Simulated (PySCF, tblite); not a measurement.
# Ag8I8: electronic excitations

Wanted: electronic excitations for Ag8I8.

Computed with tblite 0.8.0 and PySCF 2.14.0 and routines of our own; the level stands in each step. Atoms count from 0.

### 1 The system as given

16 atoms, charge 0, multiplicity 1; geometry from: force field, distance geometry or constructed start.

### 2 Relaxing the molecule with GFN1-xTB

The job: settings as JSON, then the geometry in Å.

```
{"job": {"kind": "relax", "xc": "GFN1-xTB", "basis": "xTB"}, "charge": 0, "multiplicity": 1}
I      5.896500    -0.001800     1.590300
I      4.162800     4.168600    -1.598800
I      0.005200     5.889300     1.592900
I     -4.166700     4.170400    -1.598100
I     -5.892600    -0.001200     1.595300
I     -4.169300    -4.166500    -1.594500
I      0.000100    -5.889900     1.588600
I      4.169400    -4.163300    -1.590400
Ag     5.031500     2.080900    -0.000400
Ag     2.080200     5.028000     0.001600
Ag    -2.085100     5.027600    -0.002100
Ag    -5.031300     2.081000    -0.000000
Ag    -5.032200    -2.082300     0.005000
Ag    -2.080800    -5.029400    -0.002700
Ag     2.080800    -5.023700     0.000200
Ag     5.026900    -2.082400     0.006300
```

Command:

```bash
> OMP_NUM_THREADS=4 python large_run.py task.json out
```

This one command runs all jobs of the session in turn.

Log:

```text
step      E/eV     max force
  0   -1707.62489    0.759
  1   -1707.68270    0.699
  2   -1707.99187    0.211
  3   -1708.00261    0.082
  4   -1708.00350    0.069
  5   -1708.00501    0.053
  6   -1708.00576    0.069
  7   -1708.00808    0.120
  8   -1708.01220    0.177
  9   -1708.02036    0.225
 10   -1708.02992    0.196
 11   -1708.03685    0.090
 12   -1708.03848    0.028
 13   -1708.03856    0.022
 14   -1708.03864    0.018
```

It took 0.76 s on 4 threads of Arm Neoverse N1, shared host; peak memory 0.16 GiB.

Relaxation path:

| step | energy from step 0 (eV) | largest force (eV/Å) |
| --- | --- | --- |
| 0 | 0.0000 | 0.7586 |
| 1 | -0.0578 | 0.6994 |
| 2 | -0.3670 | 0.2113 |
| 3 | -0.3777 | 0.0821 |
| 4 | -0.3786 | 0.0687 |
| 5 | -0.3801 | 0.0534 |
| 6 | -0.3809 | 0.0691 |
| 7 | -0.3832 | 0.1201 |
| 8 | -0.3873 | 0.1765 |
| 9 | -0.3955 | 0.2245 |
| 10 | -0.4050 | 0.1967 |
| 11 | -0.4120 | 0.0894 |
| 12 | -0.4136 | 0.0283 |
| 13 | -0.4137 | 0.0216 |
| 14 | -0.4137 | 0.0173 |

Distances of close pairs at the start and the end, largest changes first:

| bond | before (Å) | after (Å) | change (Å) |
| --- | --- | --- | --- |
| I3–Ag11 | 2.769 | 2.677 | -0.092 |
| I1–Ag8 | 2.769 | 2.679 | -0.090 |
| I2–Ag10 | 2.767 | 2.678 | -0.089 |
| I5–Ag12 | 2.765 | 2.677 | -0.088 |
| I5–Ag13 | 2.764 | 2.678 | -0.086 |
| I1–Ag9 | 2.764 | 2.678 | -0.086 |
| I7–Ag14 | 2.763 | 2.679 | -0.084 |
| I4–Ag11 | 2.761 | 2.677 | -0.083 |

The final coordinates are the input of the step that follows.

### 3 Electronic excitations: TDA PBE0/def2-SVP

The job: settings as JSON, then the geometry in Å.

```
{"job": {"kind": "uv", "basis": "def2-SVP", "grid": 1, "kgrid": 0, "vcut": 1.5, "nstates": 6, "ntriplets": 2, "tda": true, "delta": [], "pop": true, "xc": "PBE0"}, "charge": 0, "multiplicity": 1}
I      5.882242     0.002018     1.447640
I      4.153621     4.154307    -1.449766
I     -0.000978     5.875297     1.445961
I     -4.157071     4.155050    -1.446081
I     -5.878438     0.001620     1.446055
I     -4.159030    -4.154279    -1.446560
I     -0.001691    -5.877285     1.445587
I      4.157558    -4.153156    -1.445934
Ag     4.882201     2.021827    -0.001745
Ag     2.021232     4.878822    -0.001087
Ag    -2.022129     4.879657    -0.000818
Ag    -4.881265     2.021967    -0.000515
Ag    -4.881993    -2.021588     0.001579
Ag    -2.023493    -4.879712    -0.002044
Ag     2.021647    -4.879411    -0.000826
Ag     4.883028    -2.019767     0.001706
```

With the program's defaults for keys left out, this is: TDA PBE0/def2-SVP, vertical, gas phase, core orbitals frozen in the response, virtual orbitals cut by energy.

Log:

```text
start: PBE on a coarse grid of 126364 points
cycle   1  E = -3540.9312509599  dE = -3.536e+02  |g| = 9.644e+00  |ddm| = 2.764e+01
cycle   2  E = -3459.5685152480  dE =  8.136e+01  |g| = 1.898e+01  |ddm| = 4.710e+01
cycle   3  E = -3544.5548430194  dE = -8.499e+01  |g| = 6.526e+00  |ddm| = 4.217e+01
cycle   4  E = -3556.3762150873  dE = -1.182e+01  |g| = 2.130e+00  |ddm| = 1.518e+01
cycle   5  E = -3557.7328972351  dE = -1.357e+00  |g| = 9.043e-01  |ddm| = 4.908e+00
cycle   6  E = -3557.9644758818  dE = -2.316e-01  |g| = 3.502e-01  |ddm| = 1.591e+00
cycle   7  E = -3557.9948207321  dE = -3.034e-02  |g| = 4.668e-02  |ddm| = 4.613e-01
cycle   8  E = -3557.9953312180  dE = -5.105e-04  |g| = 1.670e-02  |ddm| = 8.676e-02
cycle   9  E = -3557.9954227327  dE = -9.151e-05  |g| = 7.373e-03  |ddm| = 3.053e-02
final grid: 126364 points
cycle  10  E = -3558.0828090640  dE = -1.636e-02  |g| = 1.479e-01  |ddm| = 7.227e-01
cycle  11  E = -3558.0812254711  dE =  1.584e-03  |g| = 1.688e-01  |ddm| = 3.597e-01
cycle  12  E = -3558.0873384514  dE = -6.113e-03  |g| = 1.947e-02  |ddm| = 1.842e-01
cycle  13  E = -3558.0874493142  dE = -1.109e-04  |g| = 3.603e-03  |ddm| = 3.241e-02
cycle  14  E = -3558.0874497114  dE = -3.972e-07  |g| = 1.298e-03  |ddm| = 5.293e-03
cycle  15  E = -3558.0874518637  dE = -2.152e-06  |g| = 5.110e-05  |ddm| = 1.659e-03
converged SCF energy = -3558.0874518637

Static polarisability (au): isotropic 460.544, principal 360.332 510.514 510.788

Singlet excitations
state   eV       nm        f      main configurations
  1   4.6841    264.7   0.00001   H-3->L 0.17, H->L 0.13, H-4->L+1 0.10
  2   4.6847    264.7   0.00001   H-2->L 0.30
  3   4.6869    264.5   0.00003   H-1->L 0.32, H-2->L 0.10
  4   4.6870    264.5   0.00005   H->L 0.23, H-3->L 0.22
  5   4.7070    263.4   0.01267   H-4->L 0.43, H->L+2 0.17, H-1->L+1 0.16
  6   4.7330    262.0   0.00080   H-5->L 0.23, H-6->L 0.21, H-3->L+2 0.14

Triplet excitations (Tamm-Dancoff, eV): 4.4411 4.4417
```

It took 2.4 min on 4 threads of Arm Neoverse N1, shared host; peak memory 2.7 GiB.

The orbitals next to the gap, with their largest atomic shares:

| orbital | eV | atoms |
| --- | --- | --- |
| HOMO−4 | -7.63 | I0 11 %, I6 11 %, I1 11 % |
| HOMO−3 | -7.61 | I7 20 %, I1 19 %, I3 18 % |
| HOMO−2 | -7.61 | I0 27 %, I6 18 %, I2 17 % |
| HOMO−1 | -7.61 | I5 19 %, I1 18 %, I4 15 % |
| HOMO | -7.61 | I3 22 %, I7 17 %, I6 14 % |
| LUMO | -1.97 | Ag14 10 %, Ag15 10 %, Ag8 9 % |
| LUMO+1 | -1.81 | Ag9 17 %, Ag13 16 %, Ag14 11 % |
| LUMO+2 | -1.80 | Ag11 17 %, Ag15 16 %, Ag12 11 % |
| LUMO+3 | -1.39 | Ag10 15 %, Ag8 15 %, Ag12 15 % |

With each of the 6 states as a Gaussian band of 0.4 eV half-width at 1/e, the curve within the window shown has maxima at 263 nm (ε 550) L/(mol cm). Beyond the last state computed it falls off for lack of states. The curve at chosen wavelengths:

(nm, ε (L/mol/cm)): (246, 284), (248, 332), (251, 401), (253, 443), (255, 480), (257, 510), (260, 539), (262, 548), (264, 548), (267, 532), (269, 513), (271, 487), (273, 456), (276, 404), (278, 367), (280, 330), (282, 293), (285, 241), (287, 209), (289, 179), (292, 140), (294, 118), (296, 98), (298, 82), (301, 61), (303, 49)

Ground-state properties from the same run:

| property | computed |
| --- | --- |
| dipole moment (D) | 0.01 |
| polarisability (Å³) | 68.25 |
| HOMO–LUMO gap (eV) | 5.64 |
| −ε(HOMO) (eV) | 7.61 |

### 4 Summary of results

| quantity | value |
| --- | --- |
| lowest singlet (PBE0/def2-SVP) | 4.68 eV (265 nm), f = 0.000 |
| brightest single state of those computed | state 5, 4.71 eV, f = 0.013 |
| lowest triplet | 4.44 eV |

What this shows: The lowest singlet, at 4.68 eV, is HOMO−3→LUMO 0.17, HOMO→LUMO 0.13 and is dark; of the 6 states computed, the strongest absorption comes from state 5 at 4.71 eV. The lowest triplet lies 0.24 eV below the lowest singlet. Spin-orbit coupling, left out, mixes singlets and triplets in elements this heavy.
